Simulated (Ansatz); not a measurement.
# H₄OSiSn: how energies converge with the basis set

The task here is to estimate one member of a computed series from the others.

Computed with Ansatz 0.2.0, Gaussian basis. Level: one geometry, several basis sets.

Levels to be run: PBE0-D4/def2-SVP; ωB97M-V/def2-SVP; PBE0-D4/def2-QZVPP; ωB97M-V/def2-QZVPP; the functionals' def2-TZVPP values are taken from earlier runs.

1 further run of the same task is left out (for a known fault of the program).

**The relaxed structure**

An earlier PBE0-D4 in a triple-zeta def2 set relaxation fixed the geometry. Sn takes the def2 core potential; no spin-orbit term is included.

7 atoms, charge 0, spin multiplicity 1.

Atoms are counted from 1 here; the program's logs count them from 0.

Bond lengths: O1–Si2 1.618 Å, O1–Sn3 2.135 Å, Si2–Sn3 2.454 Å, Si2–H4 1.486 Å, Si2–H5 1.486 Å, Sn3–H6 1.709 Å, Sn3–H7 1.709 Å. Angles: Si2–O1–Sn3 80.4°, O1–Si2–Sn3 59.1°, O1–Si2–H4 118.8°, O1–Si2–H5 118.8°, Sn3–Si2–H4 120.7°, Sn3–Si2–H5 120.7°, H4–Si2–H5 110.3°, O1–Sn3–Si2 40.6°, O1–Sn3–H6 104.8°, O1–Sn3–H7 104.8°, Si2–Sn3–H6 122.4°, Si2–Sn3–H7 122.4°, H6–Sn3–H7 108.5°.

The first run:

in.yaml reads:

```yaml
crystal:
  periodic: [false, false, false]
  atoms:
    - {symbol: O, position_ang: [-0.017976, -1.205585, 0.342788]}
    - {symbol: Si, position_ang: [-0.579580, -0.471740, -0.985858]}
    - {symbol: Sn, position_ang: [0.556170, 0.805225, 0.775598]}
    - {symbol: H, position_ang: [-2.048784, -0.360389, -1.176519]}
    - {symbol: H, position_ang: [0.090299, -0.732346, -2.286110]}
    - {symbol: H, position_ang: [-0.186453, 1.159990, 2.273520]}
    - {symbol: H, position_ang: [2.247625, 0.736745, 1.010982]}
basis:
  gaussian: {orbitals: def2-SVP}
hamiltonian: {xc: pbe0, dispersion: d4}
output: {orbitals: {seedname: orbitals}}
```

The run is started by

```bash
$ ansatz run in.yaml --threads 2 --pin off --events-out ev --progress --plain --max-ram 4352MiB
```

Among the steps run: PBE0-D4 in def2-SVP; ωB97M-V in def2-SVP; PBE0-D4 in def2-QZVPP; ωB97M-V in def2-QZVPP.

One table of the session follows, with a row left open; its other results are not shown here.

It belongs to the step «Functionals by basis». 

| functional | basis | HOMO (eV) | LUMO (eV) |
| --- | --- | --- | --- |
| PBE0-D4 | def2-SVP | -6.72 | -1.63 |
| PBE0-D4 | def2-TZVPP | -6.79 | -1.74 |
| PBE0-D4 | def2-QZVPP | -6.82 | -1.77 |
| ωB97M-V | def2-SVP | ? | ? |
| ωB97M-V | def2-TZVPP | -8.77 | -0.03 |
| ωB97M-V | def2-QZVPP | -8.79 | -0.12 |

Estimate the missing values for ωB97M-V, def2-SVP.

**Answer.** HOMO (eV): -8.66; LUMO (eV): 0.19. In the column «HOMO (eV)» it lies between ωB97M-V, def2-TZVPP (-8.77) and PBE0-D4, def2-QZVPP (-6.82).
